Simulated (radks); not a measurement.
**Valence configurations of O**

An exercise on one series of results from a longer session: the logs are not shown, and one member is left open.

Method: non-relativistic Kohn-Sham, r2SCAN, spin-polarised, spherical densities, point nucleus; open shells are filled with parallel spins first. Code: radks (a radial shooting solver on a logarithmic mesh, Libxc functionals) version 1.

### What is computed

* element: oxygen (Z = 8)
* charge: 0
* electrons: 8
* configuration: [He] 2s2 2p4
* others tried: 2s1 2p5; 2p6; 2s1.5 2p4.5; 2s0.5 2p5.5

The outer shells:

O
```
[He] core
2s [↑↓]
2p [↑↓][↑ ][↑ ]
```

Set-up of the first run:

Input:

```text
Z 8
configuration [He] 2s2 2p4
relativity non-relativistic
functional r2scan,r2scan
spin polarised
nucleus point
```

Steps of the session up to this table: [He] 2s2 2p4.

One table of the session follows, with a row left open; its other results are not shown here.

It belongs to the step «[He] 2s2 2p4». Sizes of the orbitals, from the radial functions (bohr):

| level | <r> | outermost maximum (interpolated) | 90 % within |
| --- | --- | --- | --- |
| 1s up | 0.1998 | 0.129 | 0.358 |
| 1s down | ? | ? | ? |
| 2s up | 1.124 | 0.865 | 1.80 |
| 2s down | 1.167 | 0.883 | 1.89 |
| 2p up | 1.213 | 0.812 | 2.10 |
| 2p down | 1.354 | 0.855 | 2.40 |

Q: Estimate the row for 1s down from the others.

**Answer.** <r>: 0.1990; outermost maximum (interpolated): 0.129; 90 % within: 0.356. In the column «<r>» it is the lowest.
